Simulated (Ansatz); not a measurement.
Be4AlNi and its elements: a formation energy from the elements, run with Ansatz 0.2.0, Python API.

`be4alni.py`:
```python
# -*- coding: utf-8 -*-
'''Formation energy of Be4AlNi from the elements, after relaxing cells and atoms.'''

from collections import Counter
import warnings

import ansatz as az
import numpy as np

FUNCTIONAL = 'pbesol'
SCF_TOL = 1e-07
K_SPACING = 0.3
FILLING = 'fermi_dirac'
SMEARING_WIDTH = 0.1

PHASES = {
    'Be4AlNi': (
        [(0.0, 2.99934788, 2.99934788), (2.99934788, 0.0, 2.99934788), (2.99934788, 2.99934788, 0.0)],
        [
            ('Be', (0.37362389, 0.37362389, 0.37362389)),
            ('Be', (0.87912833, 0.37362389, 0.37362389)),
            ('Be', (0.37362389, 0.37362389, 0.87912833)),
            ('Be', (0.37362389, 0.87912833, 0.37362389)),
            ('Al', (0.75, 0.75, 0.75)),
            ('Ni', (0.0, 0.0, 0.0)),
        ],
    ),
    'Be': (
        [(2.2853, 0.0, 0.0), (-1.14265, 1.97912786, 0.0), (0.0, 0.0, 3.5842)],
        [
            ('Be', (1 / 3, 2 / 3, 0.25)),
            ('Be', (2 / 3, 1 / 3, 0.75)),
        ],
    ),
    'Al': (
        [(0.0, 2.024805, 2.024805), (2.024805, 0.0, 2.024805), (2.024805, 2.024805, 0.0)],
        [
            ('Al', (0.0, 0.0, 0.0)),
        ],
    ),
    'Ni': (
        [(0.0, 1.761935, 1.761935), (1.761935, 0.0, 1.761935), (1.761935, 1.761935, 0.0)],
        [
            ('Ni', (0.0, 0.0, 0.0)),
        ],
    ),
}
MOMENTS = {'Ni': 1.5}  # parallel starting moments in muB


def build(vectors, sites):
    crystal = az.Crystal(lattice=az.Lattice.of(vectors))
    for symbol, position in sites:
        crystal = crystal.atom(symbol, position)
    return crystal

POLARISED = {'Be4AlNi', 'Ni'}


def compute(name, crystal):
    calc = (
        crystal.calculation()
        .functional(FUNCTIONAL)
        .basis(34 * az.Ry)
        .scf(tolerance=SCF_TOL)
        .kpoints(spacing=K_SPACING)
        .occupations(FILLING, width=SMEARING_WIDTH)
        .stress()
    )
    if name in POLARISED:
        calc = calc.spin('collinear')
    calc = calc.relax(force_tolerance=0.03, max_steps=60, cell=True)
    return calc.run()


def counts(outcome):
    return Counter(site.symbol for site in outcome.lattice.sites)

def formation_energy(outcome, mu):
    n = counts(outcome)
    return (outcome.report['energy_sigma0_ev'] - sum(k * mu[element] for element, k in n.items())) / sum(n.values())


def volume_per_atom(outcome):
    return abs(np.linalg.det(outcome.lattice.cell_ang)) / len(outcome.lattice.sites)

warnings.simplefilter('ignore', az.DeckWarning)

phases = {name: build(*cell) for name, cell in PHASES.items()}
for name in ['Be4AlNi', 'Ni']:
    phases[name] = phases[name].moments({e: m for e, m in MOMENTS.items() if e in phases[name].species()})

done = {}
for name, crystal in phases.items():
    done[name] = compute(name, crystal)
    print(f'{name}: {done[name].report["energy_sigma0_ev"]:.4f} eV, {len(done[name].lattice.sites)} atoms')

# energy of one atom in its reference phase
references = {'Be': 'Be', 'Al': 'Al', 'Ni': 'Ni'}
mu = {element: done[name].report['energy_sigma0_ev'] / len(done[name].lattice.sites) for element, name in references.items()}

target = done['Be4AlNi']
heat = formation_energy(target, mu)
for element, value in mu.items():
    print(f'mu({element}) = {value:.4f} eV from {references[element]}, {volume_per_atom(done[references[element]]):.2f} A^3/atom')
print(f'formation energy of Be4AlNi: {heat:.4f} eV/atom = {96.4853 * heat:.1f} kJ/mol of atoms')
```

Is Be4AlNi bound against its elements at this level, and by how much?

The formation energy is -0.303 eV an atom (-29.2 kJ per mole of atoms), so Be4AlNi lies below the reference phases.

The output:

```console
$ python be4alni.py
RunWarning: the starting moments were not kept: the SCF closed with an absolute magnetisation of 2.4e-6 μB, where they sum to 1.5 μB in size (1 site). That is at most 0.1 of that sum. Measured as [...]
Be4AlNi: -6692.6799 eV, 6 atoms
Be: -180.6840 eV, 2 atoms
Al: -524.5185 eV, 1 atoms
Ni: -5804.9766 eV, 1 atoms
mu(Be) = -90.3420 eV from Be, 7.84 A^3/atom
mu(Al) = -524.5185 eV from Al, 16.23 A^3/atom
mu(Ni) = -5804.9766 eV from Ni, 10.39 A^3/atom
formation energy of Be4AlNi: -0.3028 eV/atom = -29.2 kJ/mol of atoms
```
(Warnings from the package without file and line, shortened, repeats left out.)

Caveats:
- Absolute energies stand on the zero of these potentials, so only differences at equal settings mean something.
- The SCF didn't keep the moments it started from (some shrank, vanished or turned); what is printed is the state reached.
- For the metals among these phases the mesh is modest: differences between phases can be off by up to 40 meV an atom.
- The cells come from databases of deposited and of computed structures, and not all need be stable phases.
- The compound is the structure given, not necessarily its lowest; energies are at zero temperature, with no correction for gases. Magnetic phases start from parallel moments and may not end in their lowest magnetic state. A semilocal functional's error on such energies is often 0.05 to 0.1 eV an atom, and 0.1 to 0.3 eV against gases such as O2 or F2.
- The script silences the warnings on its input, which a real study should read.
- The whole script took 44 s on 1 thread of Arm Neoverse V1 (shared host), peak memory 0.45 GiB.

(A comment or docstring line of the script was reworded after the run, the code is as it ran; lines on the test bed's own set-up are left out of the output.)
